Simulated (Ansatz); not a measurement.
**CH₆NO₃Ta: how energies converge with the basis set**

Aim: see how fast density functionals converge with the basis set for CH₆NO₃Ta.

Computed with Ansatz 0.2.0, Gaussian basis. Level: one geometry, several basis sets.

Levels to be run: PBE0-D4/def2-SVP; ωB97M-V/def2-SVP; PBE0-D4/def2-QZVPP; ωB97M-V/def2-QZVPP; the functionals' def2-TZVPP values are taken from earlier runs.

**1. The geometry**

All runs share one geometry, relaxed beforehand with PBE0-D4 in a triple-zeta def2 set. Ta takes the def2 core potential; no spin-orbit term is included.

SMILES `C[N]=[Ta]([OH])([OH])[OH]`, 12 atoms, charge 0, spin multiplicity 1.

Atoms are counted from 1 here; the program's logs count them from 0.

Bond lengths: C1–N2 1.417 Å, C1–H7 1.096 Å, C1–H8 1.096 Å, C1–H9 1.096 Å, N2–Ta3 1.768 Å, Ta3–O4 1.918 Å, Ta3–O5 1.918 Å, Ta3–O6 1.918 Å, O4–H10 0.956 Å, O5–H11 0.956 Å, O6–H12 0.956 Å. Angles: N2–C1–H7 111.4°, N2–C1–H8 111.4°, N2–C1–H9 111.4°, H7–C1–H8 107.5°, H7–C1–H9 107.5°, H8–C1–H9 107.5°, C1–N2–Ta3 180.0°, N2–Ta3–O4 109.2°, N2–Ta3–O5 109.2°, N2–Ta3–O6 109.2°, O4–Ta3–O5 109.7°, O4–Ta3–O6 109.7°, O5–Ta3–O6 109.7°, Ta3–O4–H10 130.1°, Ta3–O5–H11 130.0°, Ta3–O6–H12 130.0°.

**2. PBE0-D4 in def2-SVP**

Input file in.yaml:

```yaml
crystal:
  periodic: [false, false, false]
  atoms:
    - {symbol: C, position_ang: [-0.324778, -1.963672, 0.581530]}
    - {symbol: N, position_ang: [-0.097787, -0.622010, 0.185181]}
    - {symbol: Ta, position_ang: [0.185112, 1.051942, -0.309293]}
    - {symbol: O, position_ang: [1.929053, 1.191736, -1.094693]}
    - {symbol: O, position_ang: [-1.145668, 1.564252, -1.591587]}
    - {symbol: O, position_ang: [0.074502, 2.191388, 1.229260]}
    - {symbol: H, position_ang: [0.542672, -2.597886, 0.363427]}
    - {symbol: H, position_ang: [-1.187122, -2.395000, 0.059428]}
    - {symbol: H, position_ang: [-0.522313, -2.035335, 1.657687]}
    - {symbol: H, position_ang: [2.596271, 0.521595, -1.234737]}
    - {symbol: H, position_ang: [-1.873511, 1.063109, -1.956260]}
    - {symbol: H, position_ang: [-0.099434, 1.974678, 2.143955]}
basis:
  gaussian: {orbitals: def2-SVP}
hamiltonian: {xc: pbe0, dispersion: d4}
output: {orbitals: {seedname: orbitals}}
```

Run with:

```console
> ansatz run in.yaml --threads 4 --pin off --events-out ev --progress --plain --max-ram 11315MiB
```

After this run come: ωB97M-V in def2-SVP; PBE0-D4 in def2-QZVPP; ωB97M-V in def2-QZVPP.

Before running them: what should the planned runs give, taken together? Wanted: PBE0-D4: double and triple zeta above quadruple; ωB97M-V: double and triple zeta above quadruple.

As calculated:

```
                                       quantity           value
PBE0-D4: double and triple zeta above quadruple  11.67, 0.51 eV
ωB97M-V: double and triple zeta above quadruple  11.98, 0.49 eV
```

In words: PBE0-D4 gains 11.15 eV from double to triple zeta, then 0.51 eV more. These are total energies; as a rule much of such shifts cancels in differences, which this series doesn't test. The LUMO of ωB97M-V is positive and keeps falling with the basis (1.43 to 0.59 eV): an unbound level that the basis holds in place.
